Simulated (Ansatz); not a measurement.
Predict the output of the script below (Ansatz's Python interface).

Script `c2h2ose_bend.py`:
```python
import warnings

import ansatz as az
from ase import Atoms

warnings.simplefilter("ignore", az.DeckWarning)

atoms = Atoms(["O", "C", "C", "Se", "H", "H"], positions=[
    (1.9858, -0.842, 0.0683),
    (0.5955, -0.5365, -0.0101),
    (-0.6148, -0.2997, -0.0811),
    (-2.3621, 0.075, -0.1619),
    (2.5999, -0.0454, 0.1497),
    (-2.1622, 1.5845, -0.0111),
])

first = (
    az.Crystal.molecule_from_ase(atoms).calculation()
    .basis(gaussian="def2-SVP")
    .functional("hf")
    .relax(force_tolerance=0.02, max_steps=80)
)
atoms.positions = first.run(threads=1).report["positions_ang"]

rows = []
for angle in [85, 95, 105, 115, 125, 140, 160]:
    bent = atoms.copy()
    bent.set_angle(1, 0, 4, angle, indices=[4])
    setup = (
        az.Crystal.molecule_from_ase(bent).calculation()
        .basis(gaussian="def2-SVP")
        .functional("hf")
    )
    rows.append((angle, setup.run(threads=1).report["free_energy_ev"]))
floor = min(e for _, e in rows)
for angle, e in rows:
    print(f"angle C1-O0-H4 = {angle:3d} deg   {1000 * (e - floor):9.1f} meV")
```

```console
$ python c2h2ose_bend.py
angle C1-O0-H4 =  85 deg       624.5 meV
angle C1-O0-H4 =  95 deg       213.7 meV
angle C1-O0-H4 = 105 deg        15.7 meV
angle C1-O0-H4 = 115 deg         0.0 meV
angle C1-O0-H4 = 125 deg       128.3 meV
angle C1-O0-H4 = 140 deg       495.3 meV
angle C1-O0-H4 = 160 deg      1046.5 meV
```

The scan is rigid, and the energies are electronic, in a modest basis. The zero is the lowest point of the grid, which needn't be the minimum. Timing: 22 s on 1 thread of Intel(R) Xeon(R) 6975P-C (Granite Rapids), on a shared host, peak memory 0.24 GiB.
